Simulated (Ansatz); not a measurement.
**CHBrIN: basis-set convergence**

One table from this session's results is given with a row withheld; the runs are named, their logs left out.

Method: one geometry, several basis sets; program: Ansatz 0.2.0, Gaussian basis.

Levels to be run: PBE0-D4/def2-SVP; ωB97M-V/def2-SVP; PBE0-D4/def2-QZVPP; ωB97M-V/def2-QZVPP; the functionals' def2-TZVPP values are taken from earlier runs.

### The relaxed structure

The geometry comes from an earlier relaxation with PBE0-D4 in a triple-zeta def2 set; it is a stationary point. I takes the def2 core potential; no spin-orbit term is included.

SMILES `N=C(Br)I`, 5 atoms, charge 0, spin multiplicity 1.

Atoms are counted from 1 here; the program's logs count them from 0.

Bond lengths: N1–C2 1.237 Å, N1–H5 1.017 Å, C2–Br3 1.891 Å, C2–I4 2.124 Å. Angles: C2–N1–H5 114.3°, N1–C2–Br3 120.4°, N1–C2–I4 126.1°, Br3–C2–I4 113.4°.

The first run:

File in.yaml:

```yaml
crystal:
  periodic: [false, false, false]
  atoms:
    - {symbol: N, position_ang: [0.933927, -0.030322, 0.623533]}
    - {symbol: C, position_ang: [-0.086770, 0.208092, -0.034122]}
    - {symbol: Br, position_ang: [-0.750351, 1.973407, -0.166558]}
    - {symbol: I, position_ang: [-1.253251, -1.215147, -1.095688]}
    - {symbol: H, position_ang: [1.206346, -1.009730, 0.631335]}
basis:
  gaussian: {orbitals: def2-SVP}
hamiltonian: {xc: pbe0, dispersion: d4}
output: {orbitals: {seedname: orbitals}}
```

Command:

```console
$ ansatz run in.yaml --threads 2 --pin off --events-out ev --progress --plain --max-ram 4352MiB
```

Among the steps run: PBE0-D4 in def2-SVP; ωB97M-V in def2-SVP; PBE0-D4 in def2-QZVPP; ωB97M-V in def2-QZVPP.

One table of the session follows, with a row left open; its other results are not shown here.

It belongs to the step «Functionals by basis». 

| functional | basis | HOMO (eV) | LUMO (eV) |
| --- | --- | --- | --- |
| PBE0-D4 | def2-SVP | -7.71 | -1.82 |
| PBE0-D4 | def2-TZVPP | -7.82 | -1.98 |
| PBE0-D4 | def2-QZVPP | -7.83 | -2.03 |
| ωB97M-V | def2-SVP | -9.86 | 0.28 |
| ωB97M-V | def2-TZVPP | -9.99 | 0.01 |
| ωB97M-V | def2-QZVPP | ? | ? |

Q: Estimate the row for ωB97M-V, def2-QZVPP from the others.

**Answer.** HOMO (eV): -10.01; LUMO (eV): -0.05. In the column «HOMO (eV)» it is the lowest.
